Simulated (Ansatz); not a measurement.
# C2H7AlGe: a ladder of functionals and wavefunction methods

The task here is to estimate one member of a computed series from the others.

Method: functionals in def2-TZVPP, the program's frozen cores in correlated methods; program: Ansatz 0.2.0, Gaussian basis.

Levels to be run: PBE-D4, r2SCAN-D4, PBE0-D4, B3LYP-D4, ωB97X-V, ωB97M-V, B2PLYP; CCSD(T)/def2-TZVPP; MP2/def2-QZVPP; extrapolation to the limit.

**Structure used throughout**

All runs share one geometry, relaxed beforehand with PBE0-D4 in a triple-zeta def2 set.

11 atoms, charge 0, spin multiplicity 1.

Atoms are counted from 1 here; the program's logs count them from 0.

Bond lengths: C1–C2 1.514 Å, C1–H5 1.093 Å, C1–H6 1.095 Å, C1–H7 1.095 Å, C2–Al3 1.939 Å, C2–Ge4 2.046 Å, C2–H8 1.103 Å, Al3–Ge4 2.372 Å, Al3–H9 1.585 Å, Ge4–H10 1.543 Å, Ge4–H11 1.539 Å. Angles: C2–C1–H5 111.4°, C2–C1–H6 112.1°, C2–C1–H7 111.7°, H5–C1–H6 107.0°, H5–C1–H7 106.9°, H6–C1–H7 107.4°, C1–C2–Al3 134.7°, C1–C2–Ge4 123.5°, C1–C2–H8 111.4°, Al3–C2–Ge4 73.0°, Al3–C2–H8 103.7°, Ge4–C2–H8 102.4°, C2–Al3–Ge4 55.6°, C2–Al3–H9 145.4°, Ge4–Al3–H9 158.3°, C2–Ge4–Al3 51.4°, C2–Ge4–H10 111.2°, C2–Ge4–H11 114.9° and more.

As a file:

```xyz
11

C    -0.8244    1.2672   -0.3061
C    -0.4437   -0.1298    0.1357
Al    0.5007   -0.8686    1.6598
Ge    1.1754   -1.1441   -0.5970
H     0.0136    1.9612   -0.2019
H    -1.1360    1.2960   -1.3554
H    -1.6486    1.6701    0.2920
H    -1.2679   -0.8439   -0.0327
H     0.5996   -0.9048    3.2417
H     2.2461   -0.1720   -1.1354
H     0.8505   -2.1883   -1.6803
```

Set-up of the first run:

Input file in.yaml:

```yaml
crystal:
  periodic: [false, false, false]
  atoms:
    - {symbol: C, position_ang: [-0.824389, 1.267154, -0.306069]}
    - {symbol: C, position_ang: [-0.443721, -0.129757, 0.135681]}
    - {symbol: Al, position_ang: [0.500713, -0.868635, 1.659833]}
    - {symbol: Ge, position_ang: [1.175415, -1.144079, -0.596977]}
    - {symbol: H, position_ang: [0.013577, 1.961174, -0.201863]}
    - {symbol: H, position_ang: [-1.135965, 1.296011, -1.355360]}
    - {symbol: H, position_ang: [-1.648553, 1.670116, 0.291964]}
    - {symbol: H, position_ang: [-1.267926, -0.843911, -0.032685]}
    - {symbol: H, position_ang: [0.599580, -0.904776, 3.241687]}
    - {symbol: H, position_ang: [2.246116, -0.172013, -1.135396]}
    - {symbol: H, position_ang: [0.850454, -2.188282, -1.680315]}
basis:
  gaussian: {orbitals: def2-TZVPP}
hamiltonian: {xc: pbe, dispersion: d4}
output: {forces: true, orbitals: {seedname: orbitals}}
```

Command:

```console
> ansatz run in.yaml --threads 4 --pin off --events-out ev --progress --plain --max-ram 10444MiB
```

Steps of the session up to this table: PBE-D4 (GGA); r2SCAN-D4 (meta-GGA); PBE0-D4 (hybrid); B3LYP-D4 (hybrid); ωB97X-V (range-separated); ωB97M-V (range-separated); B2PLYP (double hybrid); CCSD(T) in def2-TZVPP; MP2 in def2-QZVPP.

One of the session's tables, all rows but one given; the rest of the session is left out.

It belongs to the step «Atomisation energies». 

| method | atomisation energy (kJ/mol) |
| --- | --- |
| PBE-D4 | 3548.8 |
| r2SCAN-D4 | 3535.0 |
| PBE0-D4 | 3516.6 |
| B3LYP-D4 | ? |
| ωB97X-V | 3528.0 |
| ωB97M-V | 3508.7 |
| B2PLYP | 3465.7 |
| HF/def2-TZVPP | 2578.2 |
| MP2/def2-TZVPP | 3459.3 |
| CCSD/def2-TZVPP | 3398.0 |
| CCSD(T)/def2-TZVPP | 3446.8 |
| MP2/CBS | 3537.4 |
| CCSD(T)/CBS | 3524.9 |

Q: Estimate the row for B3LYP-D4 from the others.

As computed: atomisation energy (kJ/mol): 3499.8. In the column «atomisation energy (kJ/mol)» it lies between B2PLYP (3465.7) and ωB97M-V (3508.7).

To keep in mind: Free atoms (2 C, 1 Al, 1 Ge, 7 H) were run apart at each level; the atomisation energy is their sum less the molecule, without zero-point or spin-orbit terms.
